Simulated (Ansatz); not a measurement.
Task: a convergence test of the plane-wave cutoff of YI, space group P-3m1, with the Ansatz DFT code, driven from Python. Give the script and its output. Use (first run): LDA, PAW, cutoff 300 eV, 5×5×2 k-points, Fermi-Dirac smearing of 0.3 eV. The script varies cutoff (eV): 300, 350, 400, 450, 500, 550.

```xyz
4
Lattice="3.9560 0.0000 0.0000 -1.9780 3.4260 0.0000 0.0000 0.0000 11.0795" Properties=species:S:1:pos:R:3 pbc="T T T"
Y     1.9780    1.1420    6.9438
Y     0.0000    2.2840    4.1357
I     0.0000    2.2840    9.0849
I     1.9780    1.1420    1.9946
```

`run_ecut.py`
```python
# -*- coding: utf-8 -*-
"""Convergence of YI with the plane-wave cutoff."""

import warnings

import ansatz as az


def main():
    warnings.simplefilter("ignore", az.DeckWarning)

    cell = (
        az.Lattice.from_parameters(3.95597, 3.95597, 11.07948, alpha=90, beta=90, gamma=120)
        .space_group(164)
        .atom("Y", (2 / 3, 1 / 3, 0.62673))
        .atom("I", (1 / 3, 2 / 3, 0.81998))
    )

    calculation = (
        cell.calculation()
        .functional("LDA")
        .kpoints(5, 5, 2)  # the mesh must be finer for metals
        .occupations(az.OccupationsMethod.FERMI_DIRAC, width=0.3)
        .scf(tolerance=1e-07, max_iterations=60)
    )

    rows = []
    for value in [300, 350, 400, 450, 500, 550]:
        data = calculation.basis(value).run(threads=1).report
        rows.append((value, data["free_energy_ev"] / len(data["lattice"]["sites"]), data["n_iterations"], data["n_pw"]))

    print(" cutoff (eV)   F/atom (eV)    iterations   plane waves")
    for row in rows:
        print(f"{str(row[0]):>12s}  {row[1]:12.5f}  {row[2]:12d}  {row[3]:12d}")

    # the last row is the reference
    for row in rows[:-1]:
        shift = 1000 * (row[1] - rows[-1][1])
        print(f"{row[0]}: {shift:+.2f} meV/atom" + ("  (within 2 meV)" if abs(shift) < 2 else ""))


if __name__ == "__main__":
    main()
```

```console
$ python run_ecut.py
 cutoff (eV)   F/atom (eV)    iterations   plane waves
         300   -5551.64818             7          1807
         350   -5551.68471             7          2193
         400   -5551.68582             7          2737
         450   -5551.68651             7          3255
         500   -5551.68689             7          3803
         550   -5551.68696             7          4369
300: +38.79 meV/atom
350: +2.26 meV/atom
400: +1.14 meV/atom  (within 2 meV)
450: +0.46 meV/atom  (within 2 meV)
500: +0.08 meV/atom  (within 2 meV)
```

From 400 eV on it stays within 2 meV an atom of the value at 550 eV; the first row (300 eV) is off by 38.8 meV and the last but one by 0.08 meV. The energy falls steadily, as expected when plane waves are added. The last run costs about 1.6 times the first.

The mesh is modest for a metal, so energies can be off by several to tens of meV an atom and pressures by half a GPa or more; differences at equal mesh fare better. A Fermi-Dirac width this large means warm electrons, whose thermal share enters the free energy. The structure comes from a database of computed cells and needn't be a stable or known phase. Shifts are counted from the last row, which is itself no proven limit. The script silences the warnings on its input, which a real study should read. Timing: 22 s on 1 thread of Intel(R) Xeon(R) Processor @ 2.70GHz, with other jobs on the host, peak memory 0.5 GiB.
